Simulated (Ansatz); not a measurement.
**FH4O3Si2 radical: one species, many methods**

One table from this session's results is given with a row withheld; the runs are named, their logs left out.

Method: functionals in def2-TZVPP, the program's frozen cores in correlated methods; program: Ansatz 0.2.0, Gaussian basis.

Plan: PBE-D4, r2SCAN-D4, PBE0-D4, B3LYP-D4, ωB97X-V, ωB97M-V, B2PLYP; CCSD(T)/def2-TZVPP; MP2/def2-QZVPP; extrapolation to the limit.

## Structure used throughout

An earlier PBE0-D4 in a triple-zeta def2 set relaxation fixed the geometry.

SMILES `O[SiH]O[SiH](O)F`, 10 atoms, charge 0, spin multiplicity 2.

Atoms are counted from 1 here; the program's logs count them from 0.

Bond lengths: O1–Si2 1.640 Å, O1–H7 0.964 Å, Si2–O3 1.657 Å, Si2–H8 1.493 Å, O3–Si4 1.610 Å, Si4–O5 1.639 Å, Si4–F6 1.588 Å, Si4–H9 1.470 Å, O5–H10 0.958 Å. Angles: Si2–O1–H7 115.4°, O1–Si2–O3 109.8°, O1–Si2–H8 106.9°, O3–Si2–H8 108.0°, Si2–O3–Si4 138.4°, O3–Si4–O5 106.3°, O3–Si4–F6 110.4°, O3–Si4–H9 111.6°, O5–Si4–F6 109.1°, O5–Si4–H9 112.7°, F6–Si4–H9 106.7°, Si4–O5–H10 119.0°.

Set-up of the first run:

Contents of in.yaml:

```yaml
crystal:
  periodic: [false, false, false]
  atoms:
    - {symbol: O, position_ang: [0.236430, 1.208373, 1.814793]}
    - {symbol: Si, position_ang: [-0.364335, -0.316003, 1.894283]}
    - {symbol: O, position_ang: [-0.239242, -1.046721, 0.412638]}
    - {symbol: Si, position_ang: [-0.100494, -0.617807, -1.132739]}
    - {symbol: O, position_ang: [-0.234514, 1.014962, -1.169281]}
    - {symbol: F, position_ang: [1.323005, -1.035974, -1.698117]}
    - {symbol: H, position_ang: [0.066794, 1.676477, 0.989902]}
    - {symbol: H, position_ang: [0.493474, -1.070201, 2.855048]}
    - {symbol: H, position_ang: [-1.103229, -1.289358, -1.971947]}
    - {symbol: H, position_ang: [-0.077889, 1.476242, -1.994580]}
basis:
  gaussian: {orbitals: def2-TZVPP}
magnetization: {spin_polarized: true, initial_magnetization: 1}
hamiltonian: {xc: pbe, dispersion: d4}
output: {forces: true, orbitals: {seedname: orbitals}}
```

The run is started by

```console
ansatz run in.yaml --threads 2 --pin off --events-out ev --progress --plain --max-ram 32768MiB --backend cpu
```

Among the steps run: PBE-D4 (GGA); r2SCAN-D4 (meta-GGA); PBE0-D4 (hybrid); B3LYP-D4 (hybrid); ωB97X-V (range-separated); ωB97M-V (range-separated); B2PLYP (double hybrid); CCSD(T) in def2-TZVPP; MP2 in def2-QZVPP.

One table of the session follows, with a row left open; its other results are not shown here.

```
            method  atomisation energy (kJ/mol)
            PBE-D4                       4016.6
         r2SCAN-D4                       4000.4
           PBE0-D4                       3919.8
          B3LYP-D4                       3958.0
           ωB97X-V                       3991.0
           ωB97M-V                       3988.7
            B2PLYP                       3937.9
     HF/def2-TZVPP                            ?
    MP2/def2-TZVPP                       4014.5
   CCSD/def2-TZVPP                       3814.1
CCSD(T)/def2-TZVPP                       3875.9
           MP2/CBS                       4149.5
       CCSD(T)/CBS                       4010.8
```

**Question.** Estimate the row for HF/def2-TZVPP.

**Answer.** atomisation energy (kJ/mol): 2864.5. In the column «atomisation energy (kJ/mol)» it is the lowest.

Limits of these values: Free atoms (3 O, 2 Si, 1 F, 4 H) were run apart at each level; the atomisation energy is their sum less the molecule, without zero-point or spin-orbit terms.
